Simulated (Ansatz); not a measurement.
# HfBF: the cost of one run

Computed with Ansatz 0.2.0 (DFT PBE, scalar-relativistic, plane waves, PAW, unless a step's input says otherwise).

### Step 1. Starting point

The structure is tetragonal, space group P4/nmm (No. 129). The conventional cell has a = 3.217 Å, b = 3.217 Å, c = 6.095 Å, α = 90.00°, β = 90.00°, γ = 90.00°. Around Hf (site symmetry 4mm) lie 4 F at 1.92 Å and 4 B at 2.52 Å. B (site symmetry 4mm) is surrounded by 4 Hf at 2.52 Å. Around F (site symmetry -4m2) lie 4 Hf at 1.92 Å.

Coordinates:

```cif
data_structure
_symmetry_space_group_name_H-M 'P 1'
_symmetry_Int_Tables_number 1
_cell_length_a 3.2171
_cell_length_b 3.2171
_cell_length_c 6.0950
_cell_angle_alpha 90.000
_cell_angle_beta 90.000
_cell_angle_gamma 90.000
_cell_volume 63.08
loop_
_atom_site_label
_atom_site_type_symbol
_atom_site_fract_x
_atom_site_fract_y
_atom_site_fract_z
_atom_site_occupancy
Hf1 Hf 0.00000 0.50000 0.17100 1
Hf2 Hf 0.50000 0.00000 0.82900 1
B1 B 0.00000 0.50000 0.65000 1
B2 B 0.50000 0.00000 0.35000 1
F1 F 0.00000 0.00000 0.00000 1
F2 F 0.50000 0.50000 0.00000 1
```

The cell is invented: species swapped into a database cell of BiClO (P4/nmm, No. 129), with Hf on the Bi sites, B on the Cl sites and F on the O sites. The dimensions are guesses.

### Step 2. Probe: one point on a coarse mesh

The input, input.yaml:

```yaml
crystal:
  lattice:
    - [3.21705884, 0.0, 0.0]
    - [0.0, 3.21705884, 0.0]
    - [0.0, 0.0, 6.09504438]
  atoms:
    - { symbol: Hf, position: [0.0, 0.5, 0.171] }
    - { symbol: Hf, position: [0.5, 0.0, 0.829] }
    - { symbol: B, position: [0.0, 0.5, 0.64999998] }
    - { symbol: B, position: [0.5, 0.0, 0.35000002] }
    - { symbol: F, position: [0.0, 0.0, 0.0] }
    - { symbol: F, position: [0.5, 0.5, 0.0] }
basis:
  ecutwfc: 420
kpoints:
  mp_grid: { grid: [6, 6, 4] }
hamiltonian:
  xc: pbe
scf:
  occupations: { method: gaussian, width: 0.1 }
  lower_state_search: "off"
output:
  forces: true
  stress: true
  eigenvalues: true
```

On the command line:

```sh
$ ansatz run input.yaml --threads 1 --pin off --max-ram 2560MiB --backend cpu --events-out ev --progress --plain --runs-dir out
```

**Question.** How long does this run take on 1 thread of Arm Neoverse V1, shared host, and how much memory does it need?

About 7.1 s, with a peak of 0.36 GiB.
